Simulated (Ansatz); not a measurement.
# Ti2Al3Ru: the cost of one run

Method: DFT PBE, scalar-relativistic, plane waves, PAW, in Ansatz 0.2.0.

## (1) The system as given

The structure is hexagonal, space group P6/mmm (No. 191). Conventional cell: a = 3.624 Å, b = 3.624 Å, c = 7.434 Å, α = 90.00°, β = 90.00°, γ = 120.00°. Ti (site symmetry -6m2) is surrounded by 3 Al at 2.09 Å and 3 Ti at 2.09 Å. Around Al (site symmetry 6mm) lie 1 Ru at 1.77 Å and 1 Al at 1.95 Å. Al (site symmetry 6/mmm) has 2 Al at 1.95 Å and 6 Ti at 2.09 Å in its first shell of neighbours. Ru (site symmetry 6/mmm) has 2 Al at 1.77 Å in its first shell of neighbours.

Coordinates:

```
Ti Al Ru
1.0
     3.62396    0.00000    0.00000
    -1.81198    3.13844    0.00000
     0.00000    0.00000    7.43436
Ti Al Ru
2 3 1
Direct
  0.33333 0.66667 0.00000
  0.66667 0.33333 0.00000
  0.00000 0.00000 0.73783
  0.00000 0.00000 0.26217
  0.00000 0.00000 0.00000
  0.00000 0.00000 0.50000
```

A structure generator made this guess: random cell by space group and Wyckoff sites (P6/mmm, No. 191). Lengths come from tabulated atomic sizes and are only a guess.

## (2) Probe: one point on a coarse mesh

The input, input.yaml:

```yaml
crystal:
  lattice:
    - [3.62395552, 0.0, 0.0]
    - [-1.81197776, 3.13843755, 0.0]
    - [0.0, 0.0, 7.43435908]
  atoms:
    - { symbol: Ti, position: [0.33333333, 0.66666667, 0.0] }
    - { symbol: Ti, position: [0.66666667, 0.33333333, 0.0] }
    - { symbol: Al, position: [0.0, 0.0, 0.73782711] }
    - { symbol: Al, position: [0.0, 0.0, 0.26217289] }
    - { symbol: Al, position: [0.0, 0.0, 0.0] }
    - { symbol: Ru, position: [0.0, 0.0, 0.5] }
basis:
  ecutwfc: 420
kpoints:
  mp_grid: { grid: [6, 6, 4] }
hamiltonian:
  xc: pbe
scf:
  occupations: { method: gaussian, width: 0.1 }
  lower_state_search: "off"
output:
  forces: true
  stress: true
  eigenvalues: true
```

Command:

```console
$ ansatz run input.yaml --threads 1 --pin off --max-ram 2560MiB --backend cpu --events-out ev --progress --plain --runs-dir out
```

**Question.** How long does this run take on 1 thread of Arm Neoverse V1, shared host, and how much memory does it need?

About 3.9 s, with a peak of 0.35 GiB.
